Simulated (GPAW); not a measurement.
The system is AlSn.

```
CELL_PARAMETERS angstrom
4.19811 0.00000 0.00000
-2.09905 3.63567 0.00000
0.00000 0.00000 3.30685
ATOMIC_POSITIONS crystal
Sn 0.33333 0.66667 0.50000
Al 0.00000 0.00000 0.00000
```

The cell comes from a database or a generator and needn't be the stable form of this composition.

| Quantity | Value |
| --- | --- |
| Program | GPAW 26.7.0 |
| Task | single point |
| Functional | PBEsol |
| Potentials or basis | PAW data sets generated in the run's folder for this functional |
| Cutoff | 600 eV |
| Basis | pw |
| k mesh | 7 × 7 × 8 |
| Occupations | fermi-dirac, width 0.05 eV |
| Spin | no spin polarisation |

On this cell: pressure -1.9 GPa; largest force under 0.003 eV/Å; band gap on the k mesh none (metal or under the smearing width).

The same run follows on a disturbed copy (atoms moved at random, drawn with an rms of 0.05 Å):

```
CELL_PARAMETERS angstrom
4.19811 0.00000 0.00000
-2.09905 3.63567 0.00000
0.00000 0.00000 3.30685
ATOMIC_POSITIONS crystal
Sn 0.33146 0.66059 0.49587
Al 0.00564 0.00428 0.99455
```

**Question.** What does the disturbed cell give?

**Answer.** The energy (extrapolated to zero smearing) moves by +1.4 meV/atom; pressure -1.9 GPa; largest force 0.143 eV/Å; band gap on the k mesh none (metal or under the smearing width).

Forces on the atoms (eV/Å):
```
Sn   0.032  0.139 -0.007
Al  -0.032 -0.139  0.007
```

Stress tensor (GPa, compression positive):
```
-2.32 -0.10  0.00
-0.10 -1.52 -0.01
 0.00 -0.01 -1.80
```
